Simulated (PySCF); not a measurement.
# BeS: bond curves at several levels of theory

What are the lowest state that PBE0 finds, the bond length, vibrational wavenumber and bond energy of BeS, and how much do these hang on the method?

The runs use PySCF 2.14.0; Be def2-SVP, S def2-SVP, no relativity.

**1. The job**

A driver script around PySCF takes these settings:

| Quantity | Value |
| --- | --- |
| atoms | Be, S |
| charge | 0 |
| basis | Be def2-SVP, S def2-SVP |
| Hamiltonian | no relativity |
| basis functions | 27 |
| electrons treated | 20 |
| masses in u | 9.0122, 31.9721 |
| levels | PBE0, PBE, r²SCAN, MN15, r²SCAN0, M06-L, CAM-B3LYP, HF, MP2, SCS-MP2, CCSD, CCSD(T) |
| grid | 80 radial by 434 angular points |
| occupations | held fixed by the projection of orbital angular momentum |
| dissociation limit | Be + S, each in its ground configuration |
| starting distance in angstrom | 1.945 |
| values of 2S to try | 0, 2 |

After this run come: The PBE0 curve of the state that the search chose; Other states along the same grid; PBE; r²SCAN (meta-GGA); MN15; r²SCAN0 (hybrid meta-GGA); M06-L; CAM-B3LYP (range-separated hybrid); RHF (mean field); Adding correlation.

Before running it: what results should come out? Wanted: for each run, Re; ωe; De; μ.

As calculated:

Lowest PBE0 solution found, without spin–orbit coupling: ¹Σ⁺ (singlet), closed shell. State 2 has its PBE0 minimum 0.64 eV higher. State 3 has its PBE0 minimum 0.69 eV higher, as a spin-mixed determinant (⟨S²⟩ = 1.01), so this is no gap between pure states. The other levels ran on the lowest alone.

| level | Re (Å) | ωe (cm⁻¹) | De (eV) | μ (D) |
| --- | --- | --- | --- | --- |
| RHF | 1.738 | 1060 | 1.56 | -6.09 |
| RHF-MP2 | 1.774 | 972 | 2.92 | n/a |
| RHF-SCS-MP2 | 1.772 | 973 | 2.71 | n/a |
| RHF-CCSD | 1.766 | 985 | 2.17 | n/a |
| RHF-CCSD(T) | 1.782 | 941 | 2.39 | n/a |
| PBE | 1.770 | 968 | 3.71 | -4.57 |
| r²SCAN | 1.760 | 995 | 3.66 | -5.11 |
| M06-L | 1.749 | 1026 | 3.87 | -5.38 |
| PBE0 | 1.753 | 1010 | 3.42 | -5.11 |
| r²SCAN0 | 1.749 | 1023 | 3.39 | -5.41 |
| MN15 | 1.742 | 1020 | 3.67 | -5.23 |
| CAM-B3LYP | 1.740 | 1033 | 3.21 | -5.13 |

De is counted to Be + S in their ground configurations. A positive dipole means Be(−)S(+).

What this shows: Bond lengths run from 1.738 Å (RHF) to 1.782 Å (RHF-CCSD(T)). Of the levels with a De here, RHF gives the least (1.56 eV) and M06-L the most (3.87 eV).

Correlated steps freeze 5 core orbitals. T1 is 0.029 near the minimum (highest on the curve 0.039), which may point to more than one leading configuration.
